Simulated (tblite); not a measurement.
# C5H9BBr2: the cost of one run

The runs use tblite 0.8.0 and PySCF 2.14.0, with density-fitted response routines of our own; the level of theory stands in each step. All values are computed, except where a source is named. Atoms are numbered from 0 throughout.

## 1. The starting structure

17 atoms, charge 0, multiplicity 1; geometry from: force field or distance geometry start.

Bonds of the start (Å): B0–C1 1.59, C1–Br2 1.92, C1–C3 1.32, C3–Br4 1.90, C3–C5 1.50, C5–C6 1.50, C5–C7 1.52, B0–H8 1.18, B0–H9 1.17, C5–H10 1.12, C6–H11 1.14, C6–H12 1.09, C6–H13 1.10, C7–H14 1.10, C7–H15 1.11, C7–H16 1.12.

## 2. Relaxing the molecule with GFN2-xTB

What the job is given:

```
{"job": {"kind": "relax", "xc": "GFN2-xTB", "basis": "xTB"}, "charge": 0, "multiplicity": 1}
B      3.032800    -0.386200    -0.122400
C      1.569200    -0.327100     0.485100
Br     1.283700    -0.717800     2.345500
C      0.529700    -0.015400    -0.258300
Br     0.755000     0.370300    -2.101800
C     -0.847600     0.027500     0.322800
C     -1.671500    -0.993800    -0.394100
C     -1.306500     1.457400     0.107200
H      3.597600     0.645800    -0.127300
H      3.557400    -1.429500    -0.097000
H     -0.767100    -0.216600     1.408200
H     -1.482900    -1.982500     0.130600
H     -1.320000    -1.150300    -1.418800
H     -2.748800    -0.769300    -0.429700
H     -0.573800     2.143000     0.567300
H     -2.299600     1.671100     0.565400
H     -1.314600     1.685200    -0.992400
```

Command:

```console
> OMP_NUM_THREADS=1 python probes_run.py task.json out
```

The driver reads the jobs from task.json and runs them one after another.

Q: Estimate the wall time of this first job on 1 thread of Arm Neoverse N1, shared host.

About 1.6 s.
